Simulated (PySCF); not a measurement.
# MgBr at other levels of theory

Aim: see what other levels and later steps give for MgBr.

The runs use PySCF 2.14.0; each script names its method and basis.

## (1) The system as given

MgBr: 2 atoms, charge 0, spin multiplicity 2.

Bond lengths: Mg1–Br2 2.182 Å.

## (2) The base run

File input.py:

```python
from pyscf import gto, scf, mp

mol = gto.M(
    atom='Mg 0 0 0; Br 0 0 2.182',
    basis='3-21g',
    charge=0,
    spin=1,
    verbose=4,
)
mf = scf.UHF(mol)
mf.kernel()
mp.MP2(mf).kernel()
mf.dip_moment()
print('orbital energies (hartree):', [e[max(0, n-3):n+3].round(4) for e, n in zip(mf.mo_energy, mol.nelec)])
```

Command:

```bash
$ OMP_NUM_THREADS=1 python input.py
```

Its log is not repeated here.

Base result: E(SCF) = -2758.569339 Eh, 10 cycles, E(MP2) − E(SCF) = -0.04540 Eh, ⟨S²⟩ = 0.752, μ = 3.14 D (of the SCF density).

The bond length is a typed value, not an optimised one.

## (3) Stability test

Variant 1 changes step after the SCF: mp2 → stability.

File input.py:

```python
from pyscf import gto, scf

mol = gto.M(
    atom='Mg 0 0 0; Br 0 0 2.182',
    basis='3-21g',
    charge=0,
    spin=1,
    verbose=4,
)
mf = scf.UHF(mol)
mf.kernel()
mf.stability(internal=True, external=True)
mf.dip_moment()
print('orbital energies (hartree):', [e[max(0, n-3):n+3].round(4) for e, n in zip(mf.mo_energy, mol.nelec)])
```

Command:

```bash
$ OMP_NUM_THREADS=1 python input.py
```

## (4) Gradient

Variant 2 changes step after the SCF: mp2 → gradient.

Changes to input.py since step 2:

```diff
@@ -1,2 +1,2 @@
-from pyscf import gto, scf, mp
+from pyscf import gto, scf
 
@@ -11,3 +11,3 @@
 mf.kernel()
-mp.MP2(mf).kernel()
+mf.nuc_grad_method().kernel()
 mf.dip_moment()
```

## (5) Mn15l (UKS)

Variant 3 changes functional: none (Hartree–Fock) → mn15l; SCF type: UHF → UKS; step after the SCF: mp2 → analyze.

File input.py:

```python
from pyscf import gto, dft

mol = gto.M(
    atom='Mg 0 0 0; Br 0 0 2.182',
    basis='3-21g',
    charge=0,
    spin=1,
    verbose=4,
)
mf = dft.UKS(mol, xc='mn15l')
mf.kernel()
mf.analyze()
print('orbital energies (hartree):', [e[max(0, n-3):n+3].round(4) for e, n in zip(mf.mo_energy, mol.nelec)])
```

Q: Predict the outcome of this session. Wanted: for each run, E(SCF); from base; gap, α spin; SCF dipole; after the SCF.

**Answer**, as computed:

| run | E(SCF) (hartree) | from base (eV) | cycles | gap, α spin (eV) | SCF dipole (D) | after the SCF |
| --- | --- | --- | --- | --- | --- | --- |
| base | -2758.569339 | 0 | 10 | 8.67 | 3.14 | MP2 correlation -1.235 eV |
| stability test | -2758.569339 | 0.0000 | 10 | 8.67 | 3.14 | stable |
| gradient | -2758.569339 | 0.0000 | 10 | 8.67 | 3.14 | n/a |
| mn15l (UKS) | -2759.613153 | not comparable | 8 | 3.08 | 2.64 | n/a |

A lower total energy from another functional means nothing by itself. The dearest run is “mn15l (UKS)”, at 5.6 s against 1.1 s.
